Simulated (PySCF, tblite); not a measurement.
**C₆H₁₀FNSi₂: geometry, infrared bands and NMR shifts**

What infrared bands and NMR shifts should C₆H₁₀FNSi₂ (`N#C[C@@H]1[SiH2][C@@H]([SiH3])C/C1=C\F`) show?

The runs use tblite 0.8.0 and PySCF 2.14.0, with density-fitted response routines of our own; the level of theory stands in each step. All values are computed, except where a source is named. Atoms count from 0, in the outputs and in this text.

**1. The starting structure**

20 atoms, charge 0, multiplicity 1; geometry from: force field or distance geometry start.

Bonds of the start (Å): N0–C1 1.15, C1–C2 1.47, C2–Si3 1.88, Si3–C4 1.88, C4–Si5 1.83, C4–C6 1.50, C6–C7 1.46, C7–C8 1.33, C8–F9 1.34, C7–C2 1.50, C2–H10 1.09, Si3–H11 1.48, Si3–H12 1.44, C4–H13 1.11, Si5–H14 1.48, Si5–H15 1.48, Si5–H16 1.48, C6–H17 1.12, C6–H18 1.11, C8–H19 1.09.

**2. Optimising the geometry with GFN2-xTB**

What the job is given:

```
{"job": {"kind": "relax", "xc": "GFN2-xTB", "basis": "xTB"}, "charge": 0, "multiplicity": 1}
N     -1.950300     1.531500    -2.437600
C     -1.766500     1.274300    -1.330900
C     -1.519900     0.921100     0.074800
Si     0.200800     1.507200     0.559900
C      1.031400     0.171600    -0.470400
Si     2.606700    -0.428400     0.233800
C     -0.033600    -0.863200    -0.656100
C     -1.202400    -0.541200     0.149700
C     -1.948800    -1.379000     0.870800
F     -1.638700    -2.684000     0.914500
H     -2.307300     1.247400     0.752200
H      0.447600     1.275600     1.999400
H      0.456300     2.848500     0.114900
H      1.228100     0.649400    -1.458300
H      3.187200    -1.496100    -0.606100
H      2.370400    -0.883200     1.626100
H      3.550100     0.707400     0.292600
H      0.408900    -1.845600    -0.343400
H     -0.316900    -0.986900    -1.722800
H     -2.808500    -1.015800     1.434000
```

The run is started by

```console
$ OMP_NUM_THREADS=1 python probes_run.py task.json out
```

The driver reads the jobs from task.json and runs them one after another.

**Question.** This job is followed by: GFN2-xTB harmonic vibrations, gas phase; GIAO PBE0/pcSseg-1 NMR shielding, non-relativistic, gas phase. Predict these results of the whole session: strongest single infrared mode (GFN2-xTB); zero-point energy (GFN2-xTB); ¹³C shifts against TMS (PBE0/pcSseg-1); ¹H shifts against TMS (PBE0/pcSseg-1, means over atoms taken as alike); ¹⁵N shifts against NH3 (PBE0/pcSseg-1); ²⁹Si shifts against TMS (PBE0/pcSseg-1); ¹⁹F shifts against CFCl3 (PBE0/pcSseg-1).

The runs gave:

| quantity | value |
| --- | --- |
| strongest single infrared mode (GFN2-xTB) | 2277 cm⁻¹, 588 km/mol |
| zero-point energy (GFN2-xTB) | 85.0 kcal/mol |
| ¹³C shifts against TMS (PBE0/pcSseg-1) | 156.8, 128.1, 124.9, 31.2, 12.8, 2.1 ppm |
| ¹H shifts against TMS (PBE0/pcSseg-1, means over atoms taken as alike) | 7.05, 4.76, 4.44, 3.85, 3.06, 2.80, 2.45, 0.90 ppm |
| ¹⁵N shifts against NH3 (PBE0/pcSseg-1) | 296.8 ppm |
| ²⁹Si shifts against TMS (PBE0/pcSseg-1) | -14.5, -67.8 ppm |
| ¹⁹F shifts against CFCl3 (PBE0/pcSseg-1) | -119.0 ppm |

**Reading.** The optimisation took 150 steps and gained 0.485 eV; among the close pairs (by a distance rule), C4–Si5 changed most, from 1.827 to 1.913 Å. No mode is imaginary among the 54: a minimum at this level. The strongest single mode, at 2277 cm⁻¹, moves mainly H11. GFN2-xTB is a fitted tight-binding method: band positions and strengths are rough. Its intensities can rank the bands wrongly. H19 (hydrogen on an alkene CH) lies farthest downfield among hydrogen, at 7.05 ppm; olefinic region. At PBE0/pcSseg-1: The widest tensor belongs to N0: span 489 ppm, with a paramagnetic part of -369 ppm.
